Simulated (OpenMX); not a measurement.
# GaGe: single point with PBE

Crystal: GaGe.

```xyz
2
Lattice="0.0000 2.8978 2.8978 2.8978 0.0000 2.8978 2.8978 2.8978 0.0000" Properties=species:S:1:pos:R:3 pbc="T T T"
Ge    0.0437    0.0525   -0.0507
Ga    1.4805    1.4612    1.4101
```

The cell comes from a database or a generator and needn't be the stable form of this composition.

The cell isn't the ideal one: atoms moved at random, drawn with an rms of 0.05 Å.

* Program: OpenMX 3.8.5
* Task: single point
* Functional: PBE
* Potentials or basis: OpenMX 2013 PBE set, Ge7.0-s3p2d2, Ga7.0-s3p2d2, grid cutoff 500 Ry
* k mesh: 11 × 11 × 11
* Occupations: fermi-dirac, width 0.05 eV
* Spin: no spin polarisation
* Mixing scheme: rmm-diisk
* SCF threshold: 1e-08 Ha
* Solver: band
* Max SCF cycles: 100

| Item | Value |
| --- | --- |
| Pressure | 1.4 GPa |
| Largest force | 0.206 eV/Å |
| Band gap on the k mesh | none (metal or under the smearing width) |
| Mulliken charges | Ge +0.53; Ga -0.53 e |

Forces in eV/Å, atoms in the order of the input:
```
Ge  -0.055 -0.187  0.036
Ga   0.066  0.187 -0.055
```

It took 83 s on 1 thread of Arm Neoverse V2, with other jobs on the host, peak memory 0.84 GiB.

Caveat: Mulliken charges move with the basis; the basis of atomic orbitals isn't converged, which shifts pressures, moduli and gaps.
